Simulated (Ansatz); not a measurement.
Run this with the Python package of Ansatz (0.2.0) and show what comes out.

`li.extxyz`
```text
1
Lattice="0.0 2.202 2.202 2.202 0.0 2.202 2.202 2.202 0.0" Properties=species:S:1:pos:R:3 pbc="T T T"
Li    0.00000000    0.00000000    0.00000000
```

`li.py`:
```python
# -*- coding: utf-8 -*-
"""Li with all its electrons on LAPW."""

from collections import Counter
import warnings

import ansatz as az
from pymatgen.core import Structure

SETTINGS = {
    "xc": "lda",
    "smearing_width": 0.2,
}


def main():
    warnings.simplefilter("ignore", az.DeckWarning)

    xtal = az.Crystal.from_extxyz("li.extxyz")

    job = xtal.calculation()
    job = job.functional(SETTINGS["xc"]).kpoints(7)
    job = job.occupations(az.OccupationsMethod.COLD, width=SETTINGS["smearing_width"])
    job = job.scf(self_checks="high").pseudopotentials("all_electron", lapw=True)
    job = job.band_table()
    done = job.run(threads=1)
    rep = done.report

    for key in ("converged", "n_iterations", "n_electrons", "n_kpoints", "n_pw", "n_symmetry_ops", "free_energy_ev", "fermi_energy_ev"):
        print(f"{key:18s} {rep[key]}")

    told = Counter((n["data"]["severity"], n["data"]["kind"]) for n in done.notices if n["event"] == "notice")
    for (severity, kind), count in sorted(told.items()):
        print(f"{severity:8s} {kind} x{count}")

    gap = None if "band_edges_ev" not in rep else rep["band_edges_ev"][1] - rep["band_edges_ev"][0]
    print("gap on the k mesh:", "withheld (metal, or smearing too wide to tell)" if gap is None else f"{gap:.3f} eV")
    print("lowest empty less highest filled band, by band count:", round(rep["gap_by_band_count_ev"], 3), "eV")

    final = Structure(done.lattice.cell_ang, [s.symbol for s in done.lattice.sites], [s.position_frac for s in done.lattice.sites])
    print(final)

    errors = rep["lapw_basis_errors"]
    print(f"estimated basis error {1000 * errors['total_ev_per_atom']:.3f} meV/atom, target {1000 * errors['basis_error_target_ev_per_atom']:.3f}")
    for sphere in errors["spheres"]:
        print(f"  {sphere['species']:2s} muffin-tin radius {sphere['muffin_tin_radius_ang']:.3f} A, core shells {sphere['core_shells']}")


if __name__ == "__main__":
    main()
```

Output of `python li.py`:
```text
converged          True
n_iterations       5
n_electrons        3.0
n_kpoints          20
n_pw               27
n_symmetry_ops     48
free_energy_ev     -201.65282759970376
fermi_energy_ev    0.8082905702402416
audit    band_cg_iterations x1
audit    basis_enlarged x1
audit    filled_band_counts_differ_across_k_points x1
audit    preconditioner_resolved x1
gap on the k mesh: withheld (metal, or smearing too wide to tell)
lowest empty less highest filled band, by band count: -6.114 eV
Full Formula (Li1)
Reduced Formula: Li
abc   :   3.114098   3.114098   3.114098
angles:  60.000000  60.000000  60.000000
pbc   :       True       True       True
Sites (1)
  #  SP      a    b    c
---  ----  ---  ---  ---
  0  Li      0    0    0
estimated basis error 0.084 meV/atom, target 0.250
  Li muffin-tin radius 1.557 A, core shells 0
```

These settings explore the input space; cutoff and mesh may be short of convergence. For a metal this k-point mesh is coarse: on a finer one energies can move by several to tens of meV an atom and pressures by half a GPa or more, differences at one mesh by less. Only differences from the Fermi energy are physical; the zero of the scale is a convention. A gap by band count of zero or less means overlapping bands, a metal, and at an odd count of electrons it is no gap at all. This isn't the structure that Li takes at ambient conditions. Levels are Kohn-Sham eigenvalues on this mesh. It ran for 1 s on 1 thread of Arm Neoverse V1, with other jobs on the host, peak memory 0.26 GiB.

(A comment or docstring line of the script was reworded after the run, the code is as it ran; lines on the test bed's own set-up are left out of the output.)
